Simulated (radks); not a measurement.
# Valence configurations of Os⁺

Aim: which of several valence configurations of Os⁺ lies lowest at this level, and whether it is the one NIST lists ([Xe] 4f14 5d6 6s1).

Method: Dirac Kohn-Sham, LDA (Slater exchange, Perdew-Wang correlation), spin-unpolarised, spherical densities, point nucleus; open shells fill j = l - 1/2 first. Code: radks (a radial shooting solver on a logarithmic mesh, Libxc functionals) version 1.

## (1) What is computed

* element: osmium (Z = 76)
* charge: +1
* electrons: 75
* configuration: [Xe] 4f14 5d6 6s1
* others tried: 4f14 5d5 6s1 6p1; 4f13.5 5d5.5 6s1 6p1; 4f13.5 5d6 6s1 6p0.5; 4f13 5d7 6s1; 4f13 5d6 6s1 6p1; 4f11.5 5d7.5 6s1 6p1; 4f14 5d5 6s2; 4f14 5d6 6p1; 4f14 5d7

## (2) [Xe] 4f14 5d6 6s1

Settings of this run:

```text
Z 76
configuration [Xe] 4f14 5d6 6s1
relativity Dirac
functional lda,pw
spin unpolarised
j_filling energy
nucleus point
c 137.035999084
```

## (3) [Xe] 4f14 5d5 6s1 6p1

Settings, as their differences from step 2:

```diff
@@ -1,3 +1,3 @@
 Z 76
-configuration [Xe] 4f14 5d6 6s1
+configuration [Xe] 4f14 5d5 6s1 6p1
 relativity Dirac
```

## (4) [Xe] 4f13.5 5d5.5 6s1 6p1

Settings of this run:

```text
Z 76
configuration [Xe] 4f13.5 5d5.5 6s1 6p1
relativity Dirac
functional lda,pw
spin unpolarised
j_filling energy
nucleus point
c 137.035999084
```

## (5) [Xe] 4f13.5 5d6 6s1 6p0.5

Settings of this run:

```text
Z 76
configuration [Xe] 4f13.5 5d6 6s1 6p0.5
relativity Dirac
functional lda,pw
spin unpolarised
j_filling energy
nucleus point
c 137.035999084
```

## (6) [Xe] 4f13 5d7 6s1

Settings of this run:

```text
Z 76
configuration [Xe] 4f13 5d7 6s1
relativity Dirac
functional lda,pw
spin unpolarised
j_filling energy
nucleus point
c 137.035999084
```

## (7) [Xe] 4f13 5d6 6s1 6p1

Settings, as their differences from step 6:

```diff
@@ -1,3 +1,3 @@
 Z 76
-configuration [Xe] 4f13 5d7 6s1
+configuration [Xe] 4f13 5d6 6s1 6p1
 relativity Dirac
```

## (8) [Xe] 4f11.5 5d7.5 6s1 6p1

Settings of this run:

```text
Z 76
configuration [Xe] 4f11.5 5d7.5 6s1 6p1
relativity Dirac
functional lda,pw
spin unpolarised
j_filling energy
nucleus point
c 137.035999084
```

## (9) [Xe] 4f14 5d5 6s2

Settings of this run:

```text
Z 76
configuration [Xe] 4f14 5d5 6s2
relativity Dirac
functional lda,pw
spin unpolarised
j_filling energy
nucleus point
c 137.035999084
```

## (10) [Xe] 4f14 5d6 6p1

Settings, as their differences from step 9:

```diff
@@ -1,3 +1,3 @@
 Z 76
-configuration [Xe] 4f14 5d5 6s2
+configuration [Xe] 4f14 5d6 6p1
 relativity Dirac
```

## (11) [Xe] 4f14 5d7

Settings, as their differences from step 10:

```diff
@@ -1,3 +1,3 @@
 Z 76
-configuration [Xe] 4f14 5d6 6p1
+configuration [Xe] 4f14 5d7
 relativity Dirac
```

Before running it: what results should come out? Wanted: for each run, valence; E − E(NIST configuration); highest level; its energy; 1s shift.

**Answer**, as computed:

```csv
valence,E − E(NIST configuration) (eV),highest level,its energy (eV),1s shift (eV)
4f14 5d6 6s1,0.000,6s1/2,-13.389,+0.00
4f14 5d7,0.043,5d5/2,-11.992,+2.59
4f14 5d5 6s2,0.864,6s1/2,-14.364,-2.87
4f14 5d6 6p1,5.458,6p1/2,-8.662,-1.26
4f14 5d5 6s1 6p1,6.632,6p1/2,-9.290,-4.12
4f13.5 5d6 6s1 6p0.5,26.910,6p1/2,-8.729,-7.40
4f13.5 5d5.5 6s1 6p1,30.749,6p1/2,-9.371,-9.53
4f13 5d7 6s1,49.286,6s1/2,-13.645,-10.74
4f13 5d6 6s1 6p1,57.120,6p1/2,-9.447,-15.07
4f11.5 5d7.5 6s1 6p1,150.29,6p1/2,-9.641,-32.38
```

In words: Theory agrees with NIST among these: the next, 4f14 5d7, lies 0.043 eV higher. The energies are those of spherical spin-averaged densities, not of single terms. The 1s eigenvalue shifts by up to 32.38 eV as the valence charge is rearranged.
